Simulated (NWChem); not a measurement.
# SnH3 (SMILES [SnH3]): UCCSD/def2-TZVP (core potential), part 2 of 2

NWChem 7.3.0.

### Step 3. The singlet cation

The input, h3sn.nw:

```
echo
start h3sn
memory stack 880 mb heap 220 mb global 1100 mb
charge 1
geometry units angstroms noautosym nocenter noautoz
   Sn    0.280200   -0.211600   -0.271700
   H     1.055200    0.011000    1.241700
   H    -1.125000   -1.172200   -0.064000
   H    -0.154900    1.312500   -0.926300
end
basis spherical bse
   * library def2-TZVP
end
ecp bse
   Sn library def2-TZVP
end
scf
   thresh 1e-08
   maxiter 80
   noprint "final vectors analysis"
end
ccsd
   freeze core 4
   maxiter 60
end
task ccsd energy
```

Started as:

```
$ nwchem h3sn.nw > h3sn.out
```

Output:

```text
============================== echo of input deck ==============================
echo
start h3sn
memory stack 880 mb heap 220 mb global 1100 mb
charge 1
geometry units angstroms noautosym nocenter noautoz
   Sn    0.280200   -0.211600   -0.271700
   H     1.055200    0.011000    1.241700
   H    -1.125000   -1.172200   -0.064000
   H    -0.154900    1.312500   -0.926300
end
basis spherical bse
   * library def2-TZVP
end
ecp bse
   Sn library def2-TZVP
end
scf
   thresh 1e-08
   maxiter 80
   noprint "final vectors analysis"
end
ccsd
   freeze core 4
   maxiter 60
end
task ccsd energy
================================================================================

             Northwest Computational Chemistry Package (NWChem) 7.3.0
             --------------------------------------------------------

           Job information
           ---------------

    nwchem branch   = 7.3.0
    use scalapack   = T
    input           = h3sn.nw
    prefix          = h3sn.
    data base       = ./h3sn.db
    status          = startup
    nproc           =        1

           Memory information
           ------------------

    heap     =     28835840 doubles =      220.0 Mbytes
    stack    =    115343357 doubles =      880.0 Mbytes
    global   =    144179200 doubles =     1100.0 Mbytes (distinct from heap & stack)
    total    =    288358397 doubles =     2200.0 Mbytes
    verify   = yes
    hardfail = no

           Directory information
           ---------------------

  0 permanent = .
  0 scratch   = .

                                NWChem Input Module
                                -------------------

 Scaling coordinates for geometry "geometry" by  1.889725989
 (inverse scale =  0.529177249)

                             Geometry "geometry" -> ""
                             -------------------------

 Output coordinates in angstroms (scale by  1.889725989 to convert to a.u.)

  No.       Tag          Charge          X              Y              Z
 ---- ---------------- ---------- -------------- -------------- --------------
    1 Sn                  50.0000     0.28020000    -0.21160000    -0.27170000
    2 H                    1.0000     1.05520000     0.01100000     1.24170000
    3 H                    1.0000    -1.12500000    -1.17220000    -0.06400000
    4 H                    1.0000    -0.15490000     1.31250000    -0.92630000

      Atomic Mass
      -----------

      Sn               117.901800
      H                  1.007825

 Effective nuclear repulsion energy (a.u.)      46.8551462228

            Nuclear Dipole moment (a.u.)
            ----------------------------
        X                 Y               Z
 ---------------- ---------------- ----------------
    26.0504396704   -19.7073854171   -25.1968504413

            XYZ format geometry
            -------------------
     4
 geometry
 Sn                    0.28020000    -0.21160000    -0.27170000
 H                     1.05520000     0.01100000     1.24170000
 H                    -1.12500000    -1.17220000    -0.06400000
 H                    -0.15490000     1.31250000    -0.92630000

 ==============================================================================
                                internuclear distances
 ------------------------------------------------------------------------------
       center one      |      center two      | atomic units |  angstroms
 ------------------------------------------------------------------------------
    2 H                |   1 Sn               |     3.24051  |     1.71480
    3 H                |   1 Sn               |     3.24047  |     1.71478
    4 H                |   1 Sn               |     3.24059  |     1.71485
 ------------------------------------------------------------------------------
                         number of included internuclear distances:          3
 ==============================================================================

 ==============================================================================
                                 internuclear angles
 ------------------------------------------------------------------------------
        center 1       |       center 2       |       center 3       |  degrees
 ------------------------------------------------------------------------------
    2 H                |   1 Sn               |   3 H                |   109.64
    2 H                |   1 Sn               |   4 H                |   109.64
    3 H                |   1 Sn               |   4 H                |   109.65
 ------------------------------------------------------------------------------
                            number of included internuclear angles:          3
 ==============================================================================

 Summary of "ao basis" -> "" (spherical)
 ------------------------------------------------------------------------------
       Tag                 Description            Shells   Functions and Types
 ---------------- ------------------------------  ------  ---------------------
 *                         def2-TZVP                  on all atoms

                 ECP       "ecp basis" -> "" (cartesian)
                -----
  [basis functions not shown]

                      Basis "ao basis" -> "ao basis" (spherical)
                      -----
  [basis functions not shown]

 Summary of "ao basis" -> "ao basis" (spherical)
 ------------------------------------------------------------------------------
       Tag                 Description            Shells   Functions and Types
 ---------------- ------------------------------  ------  ---------------------
 Sn                        def2-TZVP                16       50   6s5p3d2f
 H                         def2-TZVP                 4        6   3s1p

                                 NWChem SCF Module
                                 -----------------

  ao basis        = "ao basis"
  functions       =    68
  atoms           =     4
  closed shells   =    12
  open shells     =     0
  charge          =   1.00
  wavefunction    = RHF
  input vectors   = atomic
  output vectors  = ./h3sn.movecs
  use symmetry    = F
  symmetry adapt  = F

 Summary of "ao basis" -> "ao basis" (spherical)
 ------------------------------------------------------------------------------
       Tag                 Description            Shells   Functions and Types
 ---------------- ------------------------------  ------  ---------------------
 Sn                        def2-TZVP                16       50   6s5p3d2f
 H                         def2-TZVP                 4        6   3s1p

 Forming initial guess at       0.1s

      Superposition of Atomic Density Guess
      -------------------------------------

 Sum of atomic energies:        -250.61153130

 Renormalizing density from      25.00 to     24

      Non-variational initial energy
      ------------------------------

 Total energy =    -212.435409
 1-e energy   =    -402.215308
 2-e energy   =     168.846499
 HOMO         =      -0.706603
 LUMO         =      -0.482358

 Starting SCF solution at       0.3s

 ----------------------------------------------
         Quadratically convergent ROHF

 Convergence threshold     :          1.000E-08
 Maximum no. of iterations :           80
 Final Fock-matrix accuracy:          1.000E-10
 ----------------------------------------------

              iter       energy          gnorm     gmax       time
             ----- ------------------- --------- --------- --------
                 1     -214.6554477002  1.66D+00  4.58D-01      0.6
                 2     -214.7519854898  1.49D-01  4.74D-02      1.3
                 3     -214.7543968960  6.62D-03  1.42D-03      2.3
                 4     -214.7544002507  7.16D-06  1.79D-06      3.9
                 5     -214.7544002508  6.62D-10  2.64D-10      6.2

       Final RHF  results
       ------------------

         Total SCF energy =   -214.754400250753
      One-electron energy =   -412.466995465414
      Two-electron energy =    176.779194737563
 Nuclear repulsion energy =     20.933400477097

        Time for solution =      5.9s

             Final eigenvalues
             -----------------

              1
    1   -6.1507
    2   -4.3471
    3   -4.3347
    4   -4.3347
    5   -1.6121
    6   -1.6086
    7   -1.6086
    8   -1.5953
    9   -1.5953
   10   -0.9006
   11   -0.6833
   12   -0.6833
   13   -0.2713
   14   -0.0826
   15   -0.0825
   16   -0.0695
   17    0.0024
   18    0.0024
   19    0.0046
   20    0.0459
   21    0.0567
   22    0.0567

 center of mass
 --------------
 x =   0.51272328 y =  -0.38748533 z =  -0.49664171

 moments of inertia (a.u.)
 ------------------
          21.747272045853          -3.117437618151          -4.229951217093
          -3.117437618151          19.821918138353           3.121408374376
          -4.229951217093           3.121408374376          21.756360837928

  Mulliken analysis of the total density
  --------------------------------------

    Atom       Charge   Shell Charges
 -----------   ------   -------------------------------------------------------
    1 Sn  22    21.32   0.28 -0.75  1.51  0.96  0.93  0.46 -0.40  6.37  0.66  1.08  0.07  8.96  1.05  0.14  0.00  0.02
    2 H    1     0.89   0.20  0.54  0.14  0.01
    3 H    1     0.89   0.20  0.54  0.14  0.01
    4 H    1     0.89   0.20  0.54  0.14  0.01

       Multipole analysis of the density wrt the origin
       ------------------------------------------------

     L   x y z        total         open         nuclear
     -   - - -        -----         ----         -------
     0   0 0 0      1.000000      0.000000     25.000000

     1   1 0 0      0.842527      0.000000     11.224405
     1   0 1 0     -0.630847      0.000000     -8.511137
     1   0 0 1     -0.826820      0.000000    -10.820571

     2   2 0 0    -15.279477      0.000000     14.749677
     2   1 1 0     -1.274041      0.000000     -0.633368
     2   1 0 1     -1.703998      0.000000     -0.532595
     2   0 2 0    -16.049670      0.000000     14.576622
     2   0 1 1      1.264902      0.000000      0.491838
     2   0 0 2    -15.303426      0.000000     14.384269

                   Four-Index Transformation
                   -------------------------
          Number of basis functions:             68
          Number of shells:                      28
          Number of occupied orbitals:           12
          Number of occ. correlated orbitals:     8
          Block length:                          16
          Superscript MO index range:      5 -   12
          Subscript MO index range:        5 -   68
          MO coefficients read from:  ./h3sn.movecs
          Number of operator matrices in core:   72
          Half-transformed integrals produced

     Pass:    1     Index range:    5  -   12     Time:      1.15
 ------------------------------------------
 MP2 Energy (coupled cluster initial guess)
 ------------------------------------------
 Reference energy:           -214.754400250753179
 MP2 Corr. energy:             -0.299892061396328
 Total MP2 energy:           -215.054292312149499

 ****************************************************************************
              the segmented parallel ccsd program:    1 nodes
 ****************************************************************************

 level of theory    ccsd
 number of core         4
 number of occupied     8
 number of virtual     56
 number of deleted      0
 total functions       68
 number of shells      28
 basis label          566

   ***** ccsd parameters *****
   iprt   =     0
   convi  =  0.100E-05
   maxit  =    60
   mxvec  =     5
 memory            144158068
  Using  1 OpenMP thread(s) in CCSD
  Failed reading restart vector from ./h3sn.t2
  Using MP2 initial guess vector

 iter     correlation     delta       rms       T2     Non-T2      Main
             energy      energy      error      ampl     ampl      Block
                                                time     time      time
   1     -0.3035058265 -3.035D-01  4.026D-02     2.22     0.00     2.15
   2     -0.3121532217 -8.647D-03  5.380D-02     2.20     0.00     2.15
   3     -0.3142603097 -2.107D-03  2.522D-03     2.20     0.00     2.15
   4     -0.3154032256 -1.143D-03  1.904D-03     2.21     0.00     2.16
   5     -0.3154958882 -9.266D-05  1.574D-03     2.20     0.00     2.15
   6     -0.3154750900  2.080D-05  1.805D-04     2.21     0.00     2.16
   7     -0.3154820397 -6.950D-06  1.778D-04     2.22     0.00     2.16
   8     -0.3154786380  3.402D-06  8.690D-06     2.21     0.00     2.16
   9     -0.3154801690 -1.531D-06  5.535D-06     2.25     0.00     2.19
  10     -0.3154802547 -8.569D-08  1.747D-06     2.22     0.00     2.17
  11     -0.3154802731 -1.836D-08  1.973D-07     2.22     0.00     2.17
                  *************converged*************

 -----------
 CCSD Energy
 -----------
 Reference energy:            -214.754400250753179
 CCSD corr. energy:             -0.315480273055524
 Total CCSD energy:           -215.069880523808706

 --------------------------------
 Spin Component Scaled (SCS) CCSD
 --------------------------------
 Same spin contribution:                 -0.085687939111181
 Same spin scaling factor:                1.130000000000000
 Opposite spin contribution:             -0.229792333944342
 Opposite spin scaling fact.:             1.270000000000000
 SCS-CCSD correlation energy:            -0.388663635304950
 Total SCS-CCSD energy:                -215.143063886058115

 routine      calls  cpu(0)   cpu-min  cpu-ave  cpu-max   i/o
 aoccsd          1     0.01     0.01     0.01     0.01    0.00
 iterdrv         1     0.01     0.01     0.01     0.01    0.00
 pampt          11     0.03     0.03     0.03     0.03    0.00
 t2pm           11     0.06     0.06     0.06     0.06    0.00
 sxy            11     0.17     0.17     0.17     0.17    0.00
 ints      1813064    21.13    21.13    21.13    21.13    0.00
 t2eri        4466     1.81     1.81     1.81     1.81    0.00
 idx2         4466     0.39     0.39     0.39     0.39    0.00
 idx34          11     0.04     0.04     0.04     0.04    0.00
 ht2pm          11     0.08     0.08     0.08     0.08    0.00
 itm            11     0.41     0.41     0.41     0.41    0.00
 pdiis          11     0.01     0.01     0.01     0.01    0.00
 Total                24.14    24.14    24.14    24.14    0.00

 Task  times  cpu:       31.7s     wall:       31.7s
 Total times  cpu:       31.7s     wall:       31.7s
```

Run time: 32 s. Hardware: 1 thread of AMD EPYC 9R14 (Zen 4), shared host; peak memory 0.14 GiB.

### Step 4. What came out

What follows sums up all 2 parts.

At UCCSD/def2-TZVP (core potential), 4 core orbitals frozen:

| quantity | value |
| --- | --- |
| doublet SnH3: total energy | -215.37456 Eh |
| doublet SnH3: correlation energy (4 core orbitals frozen) | -326.5 mEh |
| doublet SnH3: ⟨S²⟩ of the reference determinant | 0.754 |
| singlet cation: total energy | -215.06988 Eh |
| singlet cation: correlation energy (4 core orbitals frozen) | -315.5 mEh |
| vertical ionisation energy (to the singlet cation) | 8.291 eV |

In words: Removing an electron at fixed nuclei costs 8.29 eV (800 kJ/mol). Only the singlet of the ionised species was computed; a triplet could lie lower.
